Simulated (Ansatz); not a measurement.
# C4H8Ge: a ladder of functionals and wavefunction methods

How much do the methods differ for C4H8Ge? The plan is to run it at one geometry with functionals of several rungs and with coupled cluster. The yardstick is the atomisation energy at the CCSD(T) limit.

The runs use Ansatz 0.2.0, Gaussian basis; functionals in def2-TZVPP, the program's frozen cores in correlated methods.

The runs, in order: PBE-D4, r2SCAN-D4, PBE0-D4, B3LYP-D4, ωB97X-V, ωB97M-V, B2PLYP; CCSD(T)/def2-TZVPP; MP2/def2-QZVPP; extrapolation to the limit.

## (1) Structure used throughout

All runs share one geometry, relaxed beforehand with PBE0-D4 in a triple-zeta def2 set.

SMILES `C=[CH][GeH2][CH]=C`, 13 atoms, charge 0, spin multiplicity 1.

Atoms are counted from 1 here; the program's logs count them from 0.

Bond lengths: C1–C2 1.328 Å, C1–H6 1.087 Å, C1–H7 1.086 Å, C2–Ge3 1.944 Å, C2–H8 1.088 Å, Ge3–C4 1.944 Å, Ge3–H9 1.542 Å, Ge3–H10 1.542 Å, C4–C5 1.328 Å, C4–H11 1.088 Å, C5–H12 1.087 Å, C5–H13 1.086 Å. Angles: C2–C1–H6 121.7°, C2–C1–H7 122.1°, H6–C1–H7 116.1°, C1–C2–Ge3 124.1°, C1–C2–H8 118.6°, Ge3–C2–H8 117.3°, C2–Ge3–C4 111.1°, C2–Ge3–H9 110.4°, C2–Ge3–H10 108.9°, C4–Ge3–H9 108.9°, C4–Ge3–H10 110.3°, H9–Ge3–H10 107.2°, Ge3–C4–C5 124.2°, Ge3–C4–H11 117.2°, C5–C4–H11 118.6°, C4–C5–H12 121.7°, C4–C5–H13 122.1°, H12–C5–H13 116.2°.

## (2) PBE-D4 (GGA)

Contents of in.yaml:

```yaml
crystal:
  periodic: [false, false, false]
  atoms:
    - {symbol: C, position_ang: [-1.328524, -1.399377, 0.530457]}
    - {symbol: C, position_ang: [-0.031159, -1.589401, 0.322049]}
    - {symbol: Ge, position_ang: [1.300358, -0.174301, 0.373822]}
    - {symbol: C, position_ang: [0.542619, 1.519955, -0.203092]}
    - {symbol: C, position_ang: [-0.487752, 1.632250, -1.032644]}
    - {symbol: H, position_ang: [-2.037641, -2.222748, 0.509737]}
    - {symbol: H, position_ang: [-1.742766, -0.416154, 0.733981]}
    - {symbol: H, position_ang: [0.321155, -2.599461, 0.123623]}
    - {symbol: H, position_ang: [1.855597, -0.011800, 1.803666]}
    - {symbol: H, position_ang: [2.483441, -0.567387, -0.534296]}
    - {symbol: H, position_ang: [1.010215, 2.428036, 0.171952]}
    - {symbol: H, position_ang: [-0.868495, 2.601572, -1.343467]}
    - {symbol: H, position_ang: [-0.996650, 0.764017, -1.441086]}
basis:
  gaussian: {orbitals: def2-TZVPP}
hamiltonian: {xc: pbe, dispersion: d4}
output: {forces: true, orbitals: {seedname: orbitals}}
```

Run with:

```sh
ansatz run in.yaml --threads 2 --pin off --events-out ev --progress --plain --max-ram 32768MiB --backend cuda --devices 0, --max-vram 18GiB
```

The runs that follow: r2SCAN-D4 (meta-GGA); PBE0-D4 (hybrid); B3LYP-D4 (hybrid); ωB97X-V (range-separated); ωB97M-V (range-separated); B2PLYP (double hybrid); CCSD(T) in def2-TZVPP; MP2 in def2-QZVPP.

**Question.** What will the summary of the whole plan be? Wanted: atomisation energy, CCSD(T)/CBS; farthest; mean size of error, hybrid; mean size of error, range-separated; gap, smallest and largest; T1 diagnostic; triples share of the correlation energy.

As calculated:

```
                               quantity                                           value
        atomisation energy, CCSD(T)/CBS                                       51.594 eV
    functionals within 0.516 eV (1.0 %)  r2SCAN-D4, PBE0-D4, B3LYP-D4, ωB97X-V, ωB97M-V
                               farthest                              PBE-D4 (+0.861 eV)
             mean size of error, hybrid                                        0.104 eV
    mean size of error, range-separated                                        0.056 eV
              gap, smallest and largest            5.18 eV (PBE-D4), 11.80 eV (ωB97X-V)
                          T1 diagnostic                                          0.0116
triples share of the correlation energy                                           4.2 %
```

**Reading.** PBE-D4 misses by +0.861 eV. Double hybrids carry the basis error of their MP2 part in triple zeta, and no dispersion term here, so their miss is partly the set-up's. Misses under about 0.516 eV are within the doubt on the reference itself, which lacks core-valence correlation, relativity and higher excitations, and its outer-core shells are covered unevenly. Hartree-Fock recovers 74 % of the binding; the rest is correlation. The gap grows from 5.2 to 11.8 eV across the functionals, mostly with the share of exact exchange. Correlated methods include outer-core shells of Ge, which these sets cover unevenly.
